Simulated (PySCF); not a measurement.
# WHCl: quintet, from a linear start

The task is one start of a wider search on WHCl: the quintet, from a linear start. It is relaxed, tested by its Hessian and followed downhill if it is a saddle.

Computed with PySCF 2.14.0. Level: PBE0, basis W def2-TZVP with ECP60, H def2-TZVP, Cl def2-TZVP, scalar-relativistic core potentials, no spin–orbit coupling, density fitting.

### 1 The starting structure

3 atoms, charge 0, spin multiplicity 5.

Bond lengths: W1–H2 1.690 Å, W1–Cl3 2.360 Å. Angles: H2–W1–Cl3 180.0°.

```xyz
3
charge 0 multiplicity 5
W     0.0000    0.0000    0.0000
H     0.0000    0.0000   -1.6900
Cl    0.0000    0.0000    2.3600
```

### 2 First SCF at the start

One driver script runs all steps and calls PySCF; scf.py shows how it sets up the SCF of each step. The optimiser is the driver's own. After this first run the driver tries any further starts and a stability analysis.

scf.py

```python
from pyscf import gto, scf, dft
mol = gto.M(atom='''
W      0.000000     0.000000     0.000000
H      0.000000     0.000000    -1.690000
Cl     0.000000     0.000000     2.360000''',
    basis={'W': 'def2-TZVP', 'H': 'def2-TZVP', 'Cl': 'def2-TZVP'},
    ecp={'W': 'def2-TZVP'},
    charge=0, spin=4)
mf = dft.UKS(mol, xc='PBE0')
mf.grids.atom_grid = (50, 194)
aux = {'W': 'def2-universal-JKFIT', 'H': 'def2-universal-JKFIT', 'Cl': 'def2-universal-JKFIT'}
mf = mf.density_fit(auxbasis=aux)
mf.conv_tol = 1e-08
mf.diis_space = 10
mf.max_cycle = 60
mf.init_guess = 'minao'
mf.verbose = 4
mf.kernel()
```

Run with:

```bash
$ OMP_NUM_THREADS=2 python axn.py task.json out
```

The program printed:

```text
init E= -509.049221880082
[... the frontier-level lines of each cycle are left out ...]
cycle= 1 E= -527.556422019333  delta_E= -18.5  |g|= 0.389  |ddm|= 4.74
cycle= 2 E= -527.013813981122  delta_E= 0.543  |g|=    1  |ddm|= 1.29
cycle= 3 E= -527.624058264902  delta_E= -0.61  |g|= 0.139  |ddm|= 1.05
cycle= 4 E= -527.63810738018  delta_E= -0.014  |g|= 0.0391  |ddm|= 0.189
cycle= 5 E= -527.638939279715  delta_E= -0.000832  |g|= 0.00803  |ddm|= 0.0531
cycle= 6 E= -527.638979551665  delta_E= -4.03e-05  |g|= 0.00413  |ddm|= 0.0131
cycle= 7 E= -527.638990585365  delta_E= -1.1e-05  |g|= 0.00124  |ddm|= 0.00599
cycle= 8 E= -527.63899236211  delta_E= -1.78e-06  |g|= 0.000501  |ddm|= 0.00232
cycle= 9 E= -527.638992725854  delta_E= -3.64e-07  |g|= 0.000169  |ddm|= 0.00117
cycle= 10 E= -527.638992854944  delta_E= -1.29e-07  |g|= 0.000102  |ddm|= 0.000853
cycle= 11 E= -527.638992987621  delta_E= -1.33e-07  |g|= 8.35e-05  |ddm|= 0.00112
cycle= 12 E= -527.63899322648  delta_E= -2.39e-07  |g|= 3.73e-05  |ddm|= 0.00314
cycle= 13 E= -527.638993279036  delta_E= -5.26e-08  |g|= 7.33e-06  |ddm|= 0.00213
cycle= 14 E= -527.638993279507  delta_E= -4.71e-10  |g|= 5.32e-06  |ddm|= 0.000181
Extra cycle  E= -527.638993279517  delta_E= -9.44e-12  |g|= 7.55e-06  |ddm|= 1.6e-05
converged SCF energy = -527.638993279517  <S^2> = 6.0108424  2S+1 = 5.0043351
```

This step, with its further starts and checks, ran for 9.9 s (2 threads of Arm Neoverse V2, shared host).

Energies from each starting density:

```csv
start,energy (Eh)
the minimal-basis guess,-527.638993
a thermally smeared density,-527.665469
a smeared PBE density,-527.665469
```

The first run landed in a state that is too high. Following the other starts and the instabilities gains 69.5 kJ/mol (-527.66547 Eh), and the work goes on from there.

### 3 Linear start, quintet: relaxation

The program finds C∞v symmetry in the start, which this walk keeps. Threshold on the gradient: 0.0003 Eh/bohr, with a further test on the energy change.

scf.py, as its differences from that of step 2:

```diff
@@ -3,3 +3,3 @@
-W      0.000000     0.000000     0.000000
-H      0.000000     0.000000    -1.690000
-Cl     0.000000     0.000000     2.360000''',
+W      0.000000    -0.000000    -0.367499
+H      0.000000    -0.000000    -2.057499
+Cl     0.000000     0.000000     1.992501''',
@@ -16 +15,0 @@
-mf.init_guess = 'minao'
```

The optimiser's trace:

```csv
step,energy (Eh),change (kJ/mol),largest symmetric gradient (Eh/bohr)
0,-527.665469,0.00,0.03746
1,-527.667631,-5.68,0.01821
2,-527.668373,-7.63,0.00224
3,-527.668393,-7.68,0.00043
4,-527.668394,-7.68,0.00003
```

The walk took 6.9 s.

Geometry (Å) and forces (eV/Å) at some steps:

```
step 0
W    0.000   0.000  -0.367   0.000   0.000   1.926
H    0.000   0.000  -2.058   0.000   0.000  -1.387
Cl   0.000   0.000   1.992   0.000   0.000  -0.539
step 1
W    0.000   0.000  -0.343   0.000   0.000   0.937
H    0.000   0.000  -2.079   0.000   0.000  -0.683
Cl   0.000   0.000   1.989   0.000   0.000  -0.253
step 2
W    0.000   0.000  -0.319   0.000   0.000   0.069
H    0.000   0.000  -2.100   0.000   0.000  -0.115
Cl   0.000   0.000   1.987   0.000   0.000   0.047
step 3
W    0.000   0.000  -0.317   0.000   0.000   0.000
H    0.000   0.000  -2.105   0.000   0.000  -0.022
Cl   0.000   0.000   1.990   0.000   0.000   0.022
step 4
W    0.000   0.000  -0.317   0.000   0.000  -0.001
H    0.000   0.000  -2.107   0.000   0.000   0.000
Cl   0.000   0.000   1.991   0.000   0.000   0.002
```

End point (C∞v, 4 steps, 7.7 kJ/mol gained): W–Cl 2.308 Å, W–H 1.790 Å; Cl–W–H 180.0°.

### 4 Frequencies

On the finer grid the gradient is checked again; gradients at displacements of ±0.02 bohr then give force constants and infrared intensities.

scf.py, as its differences from that of step 3:

```diff
@@ -3,3 +3,3 @@
-W      0.000000    -0.000000    -0.367499
-H      0.000000    -0.000000    -2.057499
-Cl     0.000000     0.000000     1.992501''',
+W     -0.000000    -0.000000    -0.358724
+H     -0.000000    -0.000000    -2.148450
+Cl     0.000000     0.000000     1.948960''',
@@ -10 +10 @@
-mf.grids.atom_grid = (50, 194)
+mf.grids.atom_grid = (75, 302)
@@ -13 +13 @@
-mf.conv_tol = 1e-08
+mf.conv_tol = 1e-10
```

This SCF starts from the last density.

Log of the central SCF (cycles and frontier levels):

```text
init E= -527.668398387528
[... the frontier-level lines of each cycle are left out ...]
cycle= 1 E= -527.668398387525  delta_E= 2.27e-12  |g|= 1.03e-06  |ddm|= 1.84e-06
Extra cycle  E= -527.668398387524  delta_E= 1.59e-12  |g|= 1.68e-06  |ddm|= 2.76e-06
converged SCF energy = -527.668398387524  <S^2> = 6.0208523  2S+1 = 5.008334
```

The whole step took 30 s.

Geometry: C∞v; W–Cl 2.308 Å, W–H 1.790 Å; Cl–W–H 180.0°.

Modes, for the most abundant isotopes:

| ω (cm⁻¹) | IR (km/mol) | μ (u) |
| --- | --- | --- |
| 543i | 159 | 1.04 |
| 261 | 30.4 | 1.04 |
| 368 | 71.0 | 40.10 |
| 1820 | 322 | 1.01 |

1 mode is imaginary, the largest at 543i cm⁻¹: a saddle point, not a minimum.

Here the density breaks the symmetry of the frame, and no labels are given; pairs that should be degenerate can split.

Constants and moments:

```
Dipole moment                                                   : 0.37 D
Highest occupied level                                          : -6.56 eV
Lowest empty level                                              : -4.03 eV
Rotational constants                                            : 0.1046 cm⁻¹
Zero-point energy (real modes)                                  : 14.6 kJ/mol
Principal polarisabilities                                      : 49.2, 49.9, 73.3 bohr³
Atomisation energy without zero-point energy                    : 682 kJ/mol
Principal traceless quadrupole moments about the centre of mass : -9.98, 3.65, 6.33 D Å
Spin squared ⟨S²⟩                                               : 6.021
```

Populations by atom (charges in e):

```csv
atom,Mulliken,Löwdin,polar tensor,spin (Mulliken),Mayer order to W1
W1,0.52,0.24,1.01,4.14,–
H2,-0.14,-0.21,-0.38,-0.10,0.92
Cl3,-0.39,-0.03,-0.63,-0.05,1.07
```

Outer orbital energies (eV). α occupied: -11.55, -10.00, -9.74, -8.30, -7.78, -7.48, -7.26, -6.56; empty: -4.03, -0.96, -0.84, 1.22. β occupied: -44.19, -43.93, -42.92, -22.56, -11.18, -9.76, -9.48, -8.19; empty: -2.94, -2.48, -1.64, -1.57.

Mulliken populations on W1 (outside its core potential): s 2.94, p 6.33, d 4.18, f 0.03.

### 5 Downhill along the imaginary mode

The atoms are moved a little along the softest imaginary mode and relaxed again.

The program finds Cs symmetry in the start, which this walk keeps. Threshold on the gradient: 0.0003 Eh/bohr, with a further test on the energy change.

scf.py, as its differences from that of step 4:

```diff
@@ -3,3 +3,3 @@
-W     -0.000000    -0.000000    -0.358724
-H     -0.000000    -0.000000    -2.148450
-Cl     0.000000     0.000000     1.948960''',
+W      0.000728    -0.000912    -0.358724
+H     -0.074877     0.093773    -2.148450
+Cl    -0.001674     0.002096     1.948960''',
@@ -10 +10 @@
-mf.grids.atom_grid = (75, 302)
+mf.grids.atom_grid = (50, 194)
@@ -13 +13 @@
-mf.conv_tol = 1e-10
+mf.conv_tol = 1e-08
```

Steps of the walk:

```csv
step,energy (Eh),change (kJ/mol),largest symmetric gradient (Eh/bohr)
0,-527.668682,0.00,0.00338
1,-527.669127,-1.17,0.00530
2,-527.670161,-3.88,0.00773
3,-527.672248,-9.36,0.00981
4,-527.675438,-17.74,0.01011
5,-527.678817,-26.61,0.01422
6,-527.684446,-41.39,0.02433
7,-527.687424,-49.21,0.01598
8,-527.689481,-54.61,0.00897
9,-527.689862,-55.61,0.00388
10,-527.689899,-55.71,0.00041
11,-527.689900,-55.71,0.00005
```

The walk took 22 s.

Geometry (Å) and forces (eV/Å) at some steps:

```
step 0
W    0.001  -0.001  -0.359   0.139  -0.174  -0.053
H   -0.075   0.094  -2.148  -0.077   0.096   0.068
Cl  -0.002   0.002   1.949  -0.062   0.078  -0.015
step 1
W    0.018  -0.022  -0.360   0.217  -0.272  -0.049
H   -0.084   0.106  -2.145  -0.120   0.151   0.069
Cl  -0.009   0.011   1.947  -0.097   0.121  -0.020
step 6
W    0.344  -0.431  -0.387  -0.562   0.727  -0.358
H   -0.264   0.331  -1.966   0.420  -0.527   1.250
Cl  -0.156   0.195   1.795   0.142  -0.201  -0.892
step 11
W    0.372  -0.466  -0.423   0.014   0.011  -0.002
H   -0.271   0.340  -1.797   0.002  -0.002  -0.001
Cl  -0.177   0.221   1.661  -0.016  -0.009   0.003
```

It settles in Cs symmetry, 55.7 kJ/mol below the start, after 11 steps: W–Cl 2.262 Å, W–H 1.718 Å; Cl–W–H 120.3°.

### 6 Frequencies

The same treatment as at the point before.

scf.py, as its differences from that of step 5:

```diff
@@ -3,3 +3,3 @@
-W      0.000728    -0.000912    -0.358724
-H     -0.074877     0.093773    -2.148450
-Cl    -0.001674     0.002096     1.948960''',
+W      0.089956    -0.112657    -0.325017
+H     -0.552827     0.692334    -1.699322
+Cl    -0.458329     0.573990     1.759196''',
@@ -10 +10 @@
-mf.grids.atom_grid = (50, 194)
+mf.grids.atom_grid = (75, 302)
@@ -13 +13 @@
-mf.conv_tol = 1e-08
+mf.conv_tol = 1e-10
```

SCF at the final geometry:

```text
init E= -527.689830619276
[... the frontier-level lines of each cycle are left out ...]
cycle= 1 E= -527.689830619286  delta_E= -9.55e-12  |g|= 1.21e-06  |ddm|= 4.18e-06
Extra cycle  E= -527.689830619282  delta_E= 3.75e-12  |g|= 1.78e-06  |ddm|= 3.62e-06
converged SCF energy = -527.689830619282  <S^2> = 6.0215051  2S+1 = 5.0085947
```

The whole step ran for 41 s (2 threads of Arm Neoverse V2, shared host).

Geometry: Cs; W–Cl 2.262 Å, W–H 1.718 Å; Cl–W–H 120.3°.

Harmonic modes (main isotopes):

| symmetry | ω (cm⁻¹) | IR (km/mol) | type |
| --- | --- | --- | --- |
| a' | 387 | 17.9 | mixed |
| a' | 451 | 71.3 | bend |
| a' | 1951 | 152 | stretch |

Every mode is real; the point is a minimum.

Constants and moments:

```yaml
Dipole_moment: 2.51 D
Highest_occupied_level: -6.19 eV
Lowest_empty_level: -2.73 eV
Rotational_constants: 7.717, 0.111, 0.1094 cm⁻¹
Zero-point_energy: 16.7 kJ/mol
Principal_polarisabilities: 53.7, 54.0, 69.6 bohr³
Atomisation_energy_without_zero-point_energy: 739 kJ/mol
Principal_traceless_quadrupole_moments_about_the_centre_of_mass: -3.58, 1.60, 1.98 D Å
Entropy_at_298.15_K_and_1_bar_electronic_part_spin_only: 290.6 J/(mol K)
Heat_capacity_Cp_at_298.15_K: 45.3 J/(mol K)
Enthalpy_at_298.15_K_above_0_K: 11.45 kJ/mol
Rotational_symmetry_number: 1
Spin_squared_⟨S²⟩: 6.022
```

Populations by atom (charges in e):

```tsv
atom	Mulliken	Löwdin	polar tensor	spin (Mulliken)	Mayer order to W1
W1	0.46	0.10	0.80	4.13	–
H2	-0.10	-0.12	-0.26	-0.13	0.97
Cl3	-0.36	0.02	-0.54	0.00	1.13
```

Outer orbital energies (eV). α occupied: -11.00, -9.97, -9.88, -9.20, -6.82, -6.72, -6.58, -6.19; empty: -2.73, -1.42, -0.65, 1.81. β occupied: -43.49, -42.89, -42.33, -22.37, -10.75, -9.59, -9.35, -8.87; empty: -2.15, -1.48, -1.23, -1.09.

Mulliken populations on W1 (outside its core potential): s 2.85, p 6.25, d 4.42, f 0.02.

### 7 The points found, side by side

| spin | group | bonds | imaginary modes (cm⁻¹) | ΔE (kJ/mol) | with zero-point energy |
| --- | --- | --- | --- | --- | --- |
| quintet | Cs | W–Cl 2.262 Å, W–H 1.718 Å | none | 0.0 | 0.0 |
| quintet | C∞v (density of lower symmetry) | W–Cl 2.308 Å, W–H 1.790 Å | 543i | 56.3 | – |

### 8 Summary of results

| quantity | value |
| --- | --- |
| minimum | quintet, Cs |
| geometry | W–Cl 2.262 Å, W–H 1.718 Å; Cl–W–H 120.3° |
| wavenumbers (cm⁻¹) | 387 (a'), 451 (a'), 1951 (a') |
| dipole moment | 2.51 D |
| highest occupied, lowest empty level (either spin) | -6.19, -2.73 eV |
| polar-tensor charge of W1 | +0.80 e |
| zero-point energy | 16.7 kJ/mol |
| entropy at 298.15 K | 290.6 J/(mol K) |
| atomisation energy (no zero-point energy) | 739 kJ/mol |
| ⟨S²⟩ | 6.022 |

In words: From C∞v at the start the molecule goes to a Cs minimum, after a stop at a saddle point 56.3 kJ/mol higher, from which it was pushed off along an imaginary mode. In the infrared the band at 1951 cm⁻¹ (a', stretch) leads. Most of the spin sits on W1 (Mulliken spin 4.13, against 4 for the whole molecule). The first SCF alone would have been 70 kJ/mol too high. Only this shape and spin were tried, so other structures or states may lie lower. One determinant may miss the lowest occupation of an open d or f shell. With an element this heavy the missing spin–orbit coupling can shift these numbers.

The search up to here took 1.8 min.
